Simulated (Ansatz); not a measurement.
## GeH₆OSi, SMILES O[SiH2][GeH3]: a rigid scan of one bond length, step by step

With Ansatz's Python interface.

Input file `geh6osi.xyz`:
```text
9

O    -1.74730    0.36530   -0.81710
Si   -0.12070    0.65100   -0.57150
Ge    0.63390   -0.92290    0.91380
H    -1.97930    1.12690   -1.47730
H     0.60420    0.50880   -1.86350
H     0.10620    2.01610   -0.02420
H     2.20990   -0.70270    1.16520
H     0.46940   -2.32640    0.34370
H    -0.08780   -0.76230    2.31380
```

At the Python prompt:
```pycon
>>> from dataclasses import dataclass
>>> import ansatz as az
>>> import numpy as np
>>> @dataclass(frozen=True)
... class RunConfig:
...     basis: str = "def2-SVP"
...     method: str = "mp2"
...
>>> opts = RunConfig()
>>> mol = az.Crystal.molecule_from_extxyz("geh6osi.xyz")
>>> symbols = [site.symbol for site in mol.cartesian_sites]
>>> start = np.array([site.position_ang for site in mol.cartesian_sites])
>>> axis = (start[3] - start[0]) / np.linalg.norm(start[3] - start[0])
>>> moving = [3]
>>> lengths, energies = [0.91, 0.952, 0.993, 1.034, 1.076, 1.117, 1.158, 1.22], []
>>> for length in lengths:
...     xyz = start.copy()
...     xyz[moving] += (length - np.linalg.norm(start[3] - start[0])) * axis
...     point = az.Crystal.molecule()
...     for symbol, place in zip(symbols, xyz):
...         point = point.atom(symbol, place.tolist())
...     setup = point.calculation()
...     setup = setup.basis(gaussian=opts.basis).correlation(opts.method)
...     data = setup.run(threads=1).report
...     energies.append(data["free_energy_ev"])
...     print(f"r = {length:6.3f} A  E = {energies[-1]:.5f} eV  <S^2> = {abs(data['mean_field']['state']['spin_squared']):.3f}")
...
r =  0.910 A  E = -66471.52250 eV  <S^2> = 0.000
r =  0.952 A  E = -66471.61931 eV  <S^2> = 0.000
r =  0.993 A  E = -66471.61372 eV  <S^2> = 0.000
r =  1.034 A  E = -66471.53380 eV  <S^2> = 0.000
r =  1.076 A  E = -66471.39455 eV  <S^2> = 0.000
r =  1.117 A  E = -66471.21752 eV  <S^2> = 0.000
r =  1.158 A  E = -66471.01135 eV  <S^2> = 0.000
r =  1.220 A  E = -66470.66337 eV  <S^2> = 0.000
>>> # quartic fit about the minimum
>>> fit = np.polynomial.Polynomial.fit(lengths, np.array(energies) - min(energies), 4).convert()
>>> roots = [r.real for r in fit.deriv().roots() if abs(r.imag) < 1e-9 and fit.deriv(2)(r.real) > 0]
>>> r_e = min(roots, key=lambda r: abs(r - lengths[int(np.argmin(energies))]))
>>> print(f"minimum of the fit at {r_e:.4f} A, force constant {fit.deriv(2)(r_e):.2f} eV/A^2")
minimum of the fit at 0.9697 A, force constant 51.82 eV/A^2
```

These settings explore the input space; basis and method may be short of convergence. The rest of the molecule is held rigid at a force-field or estimated start geometry, and the basis set is modest; single-reference methods fail as a bond breaks. The orbitals are restricted, so S² is zero by construction. S² is that of the Hartree-Fock reference. Finished in 10 s on 1 thread of Arm Neoverse V2, with other jobs on the host, peak memory 0.24 GiB.

(Lines on the test bed's own set-up are left out of the output.)
